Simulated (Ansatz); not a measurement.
# CH₄ClGeNO: basis-set convergence

The task here is to estimate one member of a computed series from the others.

Method: one geometry, several basis sets; program: Ansatz 0.2.0, Gaussian basis.

The runs, in order: PBE0-D4/def2-SVP; ωB97M-V/def2-SVP; PBE0-D4/def2-QZVPP; ωB97M-V/def2-QZVPP; the functionals' def2-TZVPP values are taken from earlier runs.

### Structure used throughout

The geometry comes from an earlier relaxation with PBE0-D4 in a triple-zeta def2 set; it is a stationary point, not always the lowest conformer.

SMILES `[Cl][GeH]1[NH]C[O]1`, 9 atoms, charge 0, spin multiplicity 1.

Atoms are counted from 1 here; the program's logs count them from 0.

Bond lengths: Cl1–Ge2 2.137 Å, Ge2–N3 1.833 Å, Ge2–O5 1.792 Å, Ge2–H6 1.533 Å, N3–C4 1.471 Å, N3–H7 1.009 Å, C4–O5 1.430 Å, C4–H8 1.095 Å, C4–H9 1.097 Å. Angles: Cl1–Ge2–N3 115.0°, Cl1–Ge2–O5 113.8°, Cl1–Ge2–H6 105.9°, N3–Ge2–O5 77.3°, N3–Ge2–H6 124.8°, O5–Ge2–H6 118.2°, Ge2–N3–C4 88.5°, Ge2–N3–H7 122.7°, C4–N3–H7 116.6°, N3–C4–O5 102.5°, N3–C4–H8 111.7°, N3–C4–H9 113.0°, O5–C4–H8 109.3°, O5–C4–H9 110.6°, H8–C4–H9 109.5°, Ge2–O5–C4 91.4°.

Set-up of the first run:

in.yaml reads:

```yaml
crystal:
  periodic: [false, false, false]
  atoms:
    - {symbol: Cl, position_ang: [-2.252334, 0.482529, 1.838752]}
    - {symbol: Ge, position_ang: [-0.671528, 0.839843, 0.446110]}
    - {symbol: N, position_ang: [0.768083, -0.284146, 0.602259]}
    - {symbol: C, position_ang: [0.437324, -0.827771, -0.724411]}
    - {symbol: O, position_ang: [-0.782650, -0.151898, -1.041815]}
    - {symbol: H, position_ang: [-0.580649, 2.362651, 0.296988]}
    - {symbol: H, position_ang: [1.711028, 0.052552, 0.729627]}
    - {symbol: H, position_ang: [0.254639, -1.907104, -0.686566]}
    - {symbol: H, position_ang: [1.204485, -0.612958, -1.478245]}
basis:
  gaussian: {orbitals: def2-SVP}
hamiltonian: {xc: pbe0, dispersion: d4}
output: {orbitals: {seedname: orbitals}}
```

Steps of the session up to this table: PBE0-D4 in def2-SVP; ωB97M-V in def2-SVP; PBE0-D4 in def2-QZVPP; ωB97M-V in def2-QZVPP.

One of the session's tables, all rows but one given; the rest of the session is left out.

It belongs to the step «Density functionals: the series». 

| functional | basis | HOMO (eV) | LUMO (eV) |
| --- | --- | --- | --- |
| PBE0-D4 | def2-SVP | ? | ? |
| PBE0-D4 | def2-TZVPP | -7.36 | -0.44 |
| PBE0-D4 | def2-QZVPP | -7.41 | -0.58 |
| ωB97M-V | def2-SVP | -9.56 | 1.77 |
| ωB97M-V | def2-TZVPP | -9.70 | 1.38 |
| ωB97M-V | def2-QZVPP | -9.75 | 1.07 |

**Question.** Estimate the row for PBE0-D4, def2-SVP.

As computed: HOMO (eV): -7.25; LUMO (eV): -0.15. In the column «HOMO (eV)» it is the highest.
